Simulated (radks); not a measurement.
**The Coulomb parameter U of the 5d shell of Hg³⁺**

An exercise on one series of results from a longer session: the logs are not shown, and one member is left open.

Program: radks (a radial shooting solver on a logarithmic mesh, Libxc functionals) version 1. Level of theory: scalar-relativistic Kohn-Sham, BLYP, spin-unpolarised, spherical densities, point nucleus. These are calculated values, not measurements, unless marked.

### Starting point

```
element       : mercury (Z = 80)
charge        : +3
electrons     : 77
configuration : [Xe] 4f14 5d7.5 6s1.5
```

The first run:

Input:

```text
Z 80
configuration [Xe] 4f14 5d7.5 6s1.5
relativity scalar-relativistic
functional b88,lyp
spin unpolarised
nucleus point
c 137.035999084
```

Steps of the session up to this table: Start: [Xe] 4f14 5d7.5 6s1.5.

One table of the session follows, with a row left open; its other results are not shown here.

It belongs to the step «Start: [Xe] 4f14 5d7.5 6s1.5». Sizes of the orbitals, from the radial functions (bohr):

```
level     <r>  outermost maximum (interpolated)  90 % within  nodes
   4s  0.3992                             0.376        0.572      3
   4p  0.4255                             0.396        0.617      2
   4d       ?                                 ?            ?      ?
   5s  0.8960                             0.826         1.28      4
   4f  0.4819                             0.366        0.771      0
   5p   1.025                             0.924         1.48      3
   5d   1.349                              1.13         2.03      2
   6s   2.174                              1.96         3.11      5
```

Q: Estimate the row for 4d from the others.

As computed: <r>: 0.4489; outermost maximum (interpolated): 0.403; 90 % within: 0.669; nodes: 1. In the column «<r>» it lies between 4p (0.4255) and 4f (0.4819).
